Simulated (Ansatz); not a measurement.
**One shape, several levels: singlet C2H6Ga+**

We compute a comparison of 6 runs (HF/STO-3G, HF/6-31G*, B3LYP/6-31G*, BHLYP/6-31G*, BLYP/6-31G*, r2SCAN0/6-31G*) of singlet C2H6Ga+. 

The results are computed with Ansatz 0.2.0.

70 further runs of the same task are left out: 1 that didn't finish, 69 set aside as unsound or not needed.

## (1) The system as given

C2H6Ga+ has 9 atoms, charge +1, and is taken as a singlet. As SMILES of the parent species, `C[Ga]C`. The shape is that of a PBE0-D4/def2-TZVP optimisation. That shape belongs to the parent species and isn't relaxed for this state.

Bond lengths: C1–Ga2 1.998 Å, Ga2–C3 1.998 Å, C1–H4 1.095 Å, C1–H5 1.095 Å, C1–H6 1.089 Å, C3–H7 1.089 Å, C3–H8 1.095 Å, C3–H9 1.095 Å. Some angles: C1–Ga2–C3 118.1°, Ga2–C1–H4 108.6°, Ga2–C1–H5 108.9°, Ga2–C1–H6 113.3°, Ga2–C3–H7 113.3°, Ga2–C3–H8 108.8°, Ga2–C3–H9 108.7°, H4–C1–H5 107.9°, H4–C1–H6 109.0°, H5–C1–H6 109.1°.

## (2) A single-point energy at HF/STO-3G (run 1)

File input.yaml:

```yaml
crystal:
  periodic: [false, false, false]
  atoms:
    - {symbol: C, position_ang: [-1.246620, 1.163020, 0.175280]}
    - {symbol: Ga, position_ang: [0.456630, 0.385560, 0.873010]}
    - {symbol: C, position_ang: [1.273950, -1.139610, -0.126050]}
    - {symbol: H, position_ang: [-2.014290, 0.382510, 0.177460]}
    - {symbol: H, position_ang: [-1.092470, 1.479700, -0.861100]}
    - {symbol: H, position_ang: [-1.602690, 2.011340, 0.758180]}
    - {symbol: H, position_ang: [2.201980, -1.496820, 0.318200]}
    - {symbol: H, position_ang: [1.469380, -0.822030, -1.155250]}
    - {symbol: H, position_ang: [0.554120, -1.963680, -0.159730]}
basis:
  gaussian:
    orbitals: STO-3G
total_charge: 1
hamiltonian:
  xc: hf
accuracy: high
output: {orbitals: {seedname: orbitals}}
```

Started as:

```sh
$ ansatz run input.yaml --threads 1 --pin off --max-ram 3480MiB --events-out events.jsonl --progress --plain --runs-dir runs
```

Log:

```text
Warning: RAYON_NUM_THREADS=1 ignored (pool sized by the plan → 1); use --threads N
Functional definition: HF
  name "HF"
  exchange = exact_x
  correlation = 0
569 factors; integrals over basis functions are off by at most 9.5e-9 eV
mean field evaluation 1: about -53848.7077 eV, gradient 1.8e1 eV
mean field evaluation 2: about -53848.7939 eV, gradient 1.8e1 eV
mean field evaluation 4: about -53850.3261 eV, gradient 2.7e0 eV
mean field evaluation 8: about -53850.4295 eV, gradient 1.5e-1 eV
mean field -53850.42992963 eV, -1978.9667987817 hartree, gradient 9.7e-8 eV, S^2 0.000000; 0 other end points of the search recorded, 0 dependent functions left out
reference -53850.42992963 eV, -1978.9667987817 hartree; 24, 24 occupied and 10, 10 virtual orbitals, 569 factors
Total energy: -53850.42992963 eV, -1978.9667987817 hartree
```

Wall time 0.36 s (1 thread of Arm Neoverse V2, shared host).

## (3) A single-point energy at HF/6-31G(d) (spherical functions) (run 2)

File molecule.yaml:

```yaml
crystal:
  periodic: [false, false, false]
  atoms:
    - {symbol: C, position_ang: [-1.246620, 1.163020, 0.175280]}
    - {symbol: Ga, position_ang: [0.456630, 0.385560, 0.873010]}
    - {symbol: C, position_ang: [1.273950, -1.139610, -0.126050]}
    - {symbol: H, position_ang: [-2.014290, 0.382510, 0.177460]}
    - {symbol: H, position_ang: [-1.092470, 1.479700, -0.861100]}
    - {symbol: H, position_ang: [-1.602690, 2.011340, 0.758180]}
    - {symbol: H, position_ang: [2.201980, -1.496820, 0.318200]}
    - {symbol: H, position_ang: [1.469380, -0.822030, -1.155250]}
    - {symbol: H, position_ang: [0.554120, -1.963680, -0.159730]}
basis:
  gaussian:
    orbitals: 6-31G_st_-spherical.json
total_charge: 1
hamiltonian:
  xc: hf
accuracy: high
output: {orbitals: {seedname: orbitals}}
```

The basis set 6-31G* is read from a file made from the Basis Set Exchange's data (not shown).

Started as:

```sh
$ ansatz run molecule.yaml --threads 1 --pin off --max-ram 3480MiB --events-out events.jsonl --progress --plain --runs-dir runs
```

Log:

```text
Warning: RAYON_NUM_THREADS=1 ignored (pool sized by the plan → 1); use --threads N
Functional definition: HF
  name "HF"
  exchange = exact_x
  correlation = 0
1662 factors; integrals over basis functions are off by at most 4.7e-9 eV
mean field evaluation 1: about -54470.5145 eV, gradient 4.0e1 eV
mean field evaluation 2: about -54470.5665 eV, gradient 4.0e1 eV
mean field evaluation 4: about -54474.8250 eV, gradient 3.1e0 eV
mean field evaluation 8: about -54474.8612 eV, gradient 1.8e-4 eV
mean field -54474.86123562 eV, -2001.9142260218 hartree, gradient 1.9e-8 eV, S^2 0.000000; 0 other end points of the search recorded, 0 dependent functions left out
reference -54474.86123562 eV, -2001.9142260218 hartree; 24, 24 occupied and 48, 48 virtual orbitals, 1662 factors
Total energy: -54474.86123562 eV, -2001.9142260218 hartree
```

It took 1.9 s on 1 thread of Arm Neoverse V2, shared host; peak memory 0.18 GiB.

Runs 3 to 4 aren't shown in full; the table further down has their settings and results.

## (4) A single-point energy at BLYP/6-31G(d) (spherical functions) (run 5)

Edit molecule.yaml of step 3 so:

```diff
@@ -16,5 +16,6 @@
 total_charge: 1
+output:
+  orbitals: {seedname: orbitals}
+accuracy: high
 hamiltonian:
-  xc: hf
-accuracy: high
-output: {orbitals: {seedname: orbitals}}
+  xc: {name: BLYP}
```

The basis set 6-31G* is read from a file made from the Basis Set Exchange's data (not shown).

Started as:

```sh
$ ansatz run molecule.yaml --threads 1 --pin off --max-ram 3480MiB --events-out events.jsonl --progress --plain --runs-dir runs
```

Log:

```text
Warning: RAYON_NUM_THREADS=1 ignored (pool sized by the plan → 1); use --threads N
Functional definition: BLYP
  name "BLYP"
  parameter beta = 0.0042
  parameter a = 0.04918
  parameter b = 0.132
  parameter c = 0.2533
  parameter d = 0.349
  exchange = b88_x(beta = beta)
  correlation = lyp_c(a = a, b = b, c = c, d = d)
1662 factors; integrals over basis functions are off by at most 4.7e-9 eV
mean field evaluation 1: about -54508.0644 eV, gradient 1.0e2 eV
mean field evaluation 2: about -54426.9531 eV, gradient 1.7e2 eV
mean field evaluation 4: about -54534.5743 eV, gradient 1.6e1 eV
mean field evaluation 8: about -54534.9787 eV, gradient 1.8e-1 eV
mean field evaluation 16: about -54534.9788 eV, gradient 7.9e-6 eV
mean field -54534.97882006 eV, -2004.1235065011 hartree, gradient 2.2e-8 eV, S^2 0.000000; 0 other end points of the search recorded, 0 dependent functions left out
reference -54534.97887276 eV, -2004.1235084377 hartree; 24, 24 occupied and 48, 48 virtual orbitals, 1662 factors
Total energy: -54534.97887276 eV, -2004.1235084377 hartree
```

Wall time 5.4 s (1 thread of Arm Neoverse V2, shared host); peak memory 0.2 GiB.

## (5) The energy at r2SCAN0/6-31G(d) (spherical functions) (run 6)

File in.yaml:

```yaml
crystal:
  periodic: [false, false, false]
  atoms:
    - {symbol: C, position_ang: [-1.246620, 1.163020, 0.175280]}
    - {symbol: Ga, position_ang: [0.456630, 0.385560, 0.873010]}
    - {symbol: C, position_ang: [1.273950, -1.139610, -0.126050]}
    - {symbol: H, position_ang: [-2.014290, 0.382510, 0.177460]}
    - {symbol: H, position_ang: [-1.092470, 1.479700, -0.861100]}
    - {symbol: H, position_ang: [-1.602690, 2.011340, 0.758180]}
    - {symbol: H, position_ang: [2.201980, -1.496820, 0.318200]}
    - {symbol: H, position_ang: [1.469380, -0.822030, -1.155250]}
    - {symbol: H, position_ang: [0.554120, -1.963680, -0.159730]}
basis:
  gaussian:
    orbitals: 6-31G_st_-spherical.json
accuracy: high
total_charge: 1
hamiltonian:
  xc: {name: r2SCAN0}
output:
  orbitals: {seedname: orbitals}
magnetization:
  spin_polarized: false
  initial_magnetization: 0
```

The basis set 6-31G* is read from a file made from the Basis Set Exchange's data (not shown).

Started as:

```sh
$ ansatz run in.yaml --threads 1 --pin off --max-ram 3480MiB --events-out events.jsonl --progress --plain --runs-dir runs
```

Log:

```text
Warning: RAYON_NUM_THREADS=1 ignored (pool sized by the plan → 1); use --threads N
Functional definition: r2SCAN0
  name "r2SCAN0"
  parameter a = 0.25
  parameter k0 = 0.174
  parameter k1 = 0.065
  parameter a1 = 4.9479
  exchange = (1 - a)*r2scan_x(k0 = k0, k1 = k1, a1 = a1) + a*exact_x
  correlation = r2scan_c
1662 factors; integrals over basis functions are off by at most 4.7e-9 eV
mean field evaluation 1: about -54517.4989 eV, gradient 7.4e1 eV
mean field evaluation 2: about -54510.4345 eV, gradient 8.5e1 eV
mean field evaluation 4: about -54531.2839 eV, gradient 4.3e0 eV
mean field evaluation 8: about -54531.4571 eV, gradient 1.6e-1 eV
mean field evaluation 16: about -54531.4573 eV, gradient 5.0e-6 eV
mean field -54531.45725156 eV, -2003.9940912455 hartree, gradient 3.4e-8 eV, S^2 0.000000; 0 other end points of the search recorded, 0 dependent functions left out
reference -54531.45725245 eV, -2003.9940912781 hartree; 24, 24 occupied and 48, 48 virtual orbitals, 1662 factors
Total energy: -54531.45725245 eV, -2003.9940912781 hartree
```

It took 12 s on 1 thread of Arm Neoverse V2, shared host; peak memory 0.28 GiB.

## (6) All runs side by side

```tsv
run	level	energy (Eh)	HOMO energy (eV)	LUMO energy (eV)	HOMO–LUMO gap (eV)	wall time
1	HF/STO-3G	-1978.966799	-15.84	-4.04	11.80	0.36 s
2	HF/6-31G* (spherical functions)	-2001.914226	-16.05	-5.90	10.15	1.9 s
3	B3LYP/6-31G* (spherical functions)	-2004.156099	-13.37	-9.29	4.08	6.6 s
4	BHLYP/6-31G* (spherical functions)	-2004.017817	-14.55	-8.20	6.35	7.2 s
5	BLYP/6-31G* (spherical functions)	-2004.123508	-12.32	-9.76	2.56	5.4 s
6	r2SCAN0/6-31G* (spherical functions)	-2003.994091	-13.77	-8.92	4.86	12 s
```

## (7) Summary of results

| quantity | value |
| --- | --- |
| run 6: total energy | -2003.99409 Eh |
| run 6: HOMO energy | -13.77 eV |
| run 6: LUMO energy | -8.92 eV |
| run 6: HOMO–LUMO gap | 4.86 eV |

What this shows: The HOMO–LUMO gap runs from 2.56 eV (BLYP/6-31G*) to 11.80 eV (HF/STO-3G). The two ends differ in method and basis. Totals of different functionals can't be ranked against each other. In run 1 the basis is minimal, so the values are rough. All runs together took 34 s, the longest 12 s.
